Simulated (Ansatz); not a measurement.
**HfN: a tetragonal deformation path**

The task here is to estimate one member of a computed series from the others.

Program: Ansatz 0.2.0. Level of theory: DFT PBEsol, scalar-relativistic, plane waves, PAW. These are calculated values, not measurements.

### The starting structure

The structure is cubic, space group Fm-3m (No. 225). The conventional cell has a = 4.518 Å, b = 4.518 Å, c = 4.518 Å, α = 90.00°, β = 90.00°, γ = 90.00°. Around Hf (site symmetry m-3m) lie 6 N at 2.26 Å. Around N (site symmetry m-3m) lie 6 Hf at 2.26 Å.

Structure file:

```
CELL_PARAMETERS angstrom
0.00000 2.25900 2.25900
2.25900 0.00000 2.25900
2.25900 2.25900 0.00000
ATOMIC_POSITIONS crystal
Hf 0.00000 0.00000 0.00000
N 0.50000 0.50000 0.50000
```

The cell is taken as given, not relaxed at this level.

### The reference cell

The reference gives a free energy of -15980.2489 eV, pressure -3.02 GPa, largest force 0.000 eV/Å and gap on the mesh none (metal). It was computed beforehand with the settings of the runs below.

The first run:

At fixed volume and fractional coordinates, lengths along (0.000, 0.000, 1.000) are scaled against those across it; ρ is that ratio over its starting value.

Contents of input.yaml:

```yaml
crystal:
  lattice:
    - [0.0, 2.5357694169, 1.7927889778]
    - [2.5357694169, 0.0, 1.7927889778]
    - [2.5357694169, 2.5357694169, 0.0]
  atoms:
    - { symbol: Hf, position: [0.0, 0.0, 0.0] }
    - { symbol: "N", position: [0.5, 0.5, 0.5] }
basis:
  ecutwfc: 420
kpoints:
  mp_grid: { grid: [20, 20, 20] }
hamiltonian:
  xc: pbesol
scf:
  occupations: { method: gaussian, width: 0.15 }
output:
  forces: true
  stress: true
  eigenvalues: true
  write_density: true
  write_potential: true
  elf: true
  volumetric_format: npy
```

The run is started by

```bash
$ ansatz run input.yaml --threads 1 --pin off --max-ram 2560MiB --backend cpu --events-out ev --progress --plain --runs-dir out
```

Steps of the session up to this table: Point ρ = 0.707; ρ = 1.414; Point ρ = 0.850; ρ = 1.200; Point ρ = 0.780; ρ = 1.300; ρ = 0.920; At ρ = 1.100; ρ = 0.650; At ρ = 1.500; Point ρ = 0.960.

One of the session's tables, all rows but one given; the rest of the session is left out.

Collected from the runs (energy zero: the undisturbed cell):

```
    ρ  ΔE (meV/atom)  pressure (GPa)
0.650         3526.7           116.3
0.707         2156.8            85.8
0.780          986.4            43.1
0.850          380.0            15.6
0.920           89.6             1.6
0.960           20.3            -1.9
1.000            0.0            -3.0
1.100           98.5             2.6
1.200          312.6            17.2
1.300              ?               ?
1.414          976.7            61.2
1.500         1334.2            81.9
```

Estimate the missing values for ρ = 1.300.

Worked estimate for «ΔE (meV/atom)». A straight line through the neighbours (1.200, 312.6) and (1.414, 976.7) gives 312.6 + (976.7 − 312.6) × (1.300 − 1.200) / (1.414 − 1.200) = 622.9; a parabola fitted to 4 rows on both sides gives 585.7.

As computed: ΔE (meV/atom): 585.1; pressure (GPa): 36.1. In «ΔE (meV/atom)» the line misses by +37.8 and the parabola by +0.6.

Caveats from the session: The final runs have no spin polarisation, so a magnetic state may lie lower.
